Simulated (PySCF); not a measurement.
# C5H5FO2S2: the cost of one run

Programs: PySCF 2.14.0, with routines of our own; each step states its level. All values are computed. Atoms count from 0.

### Step 1. The system as given

15 atoms, charge 0, multiplicity 1; geometry from: GFN2-xTB.

### Step 2. Magnetic properties: GIAO CAM-B3LYP/pcSseg-1

What the job is given:

```
{"job": {"kind": "mag", "xc": "CAM-B3LYP", "basis": "pcSseg-1", "isotopologues": 0}, "charge": 0, "multiplicity": 1}
C      2.675696     0.283154     0.424692
O      1.277205     0.356677     0.563776
C      0.586090    -0.308125    -0.467883
C     -0.879894    -0.205541    -0.187464
O     -1.585276     0.762011    -0.825416
C     -2.874624     0.839176    -0.490068
S     -3.897588     1.912452    -1.133554
S     -3.286036    -0.393122     0.729508
C     -1.618441    -0.917684     0.681191
F     -1.194836    -1.927755     1.422174
H      3.009121     0.750581    -0.509104
H      3.091941     0.822520     1.272173
H      3.020492    -0.757236     0.446024
H      0.881489    -1.368522    -0.505589
H      0.790247     0.159403    -1.442372
```

Method: GIAO CAM-B3LYP/pcSseg-1 magnetisability, rotational g tensor and spin-rotation constants, non-relativistic, gas phase.

Started as:

```
OMP_NUM_THREADS=1 python excited_run.py task.json out
```

One launch serves the whole session: the jobs run in the order shown.

Q: Estimate the wall time and peak memory of this first job on 1 thread of Intel Xeon at 2.70GHz, shared host.

About 1.7 min, with a peak of 1.1 GiB.
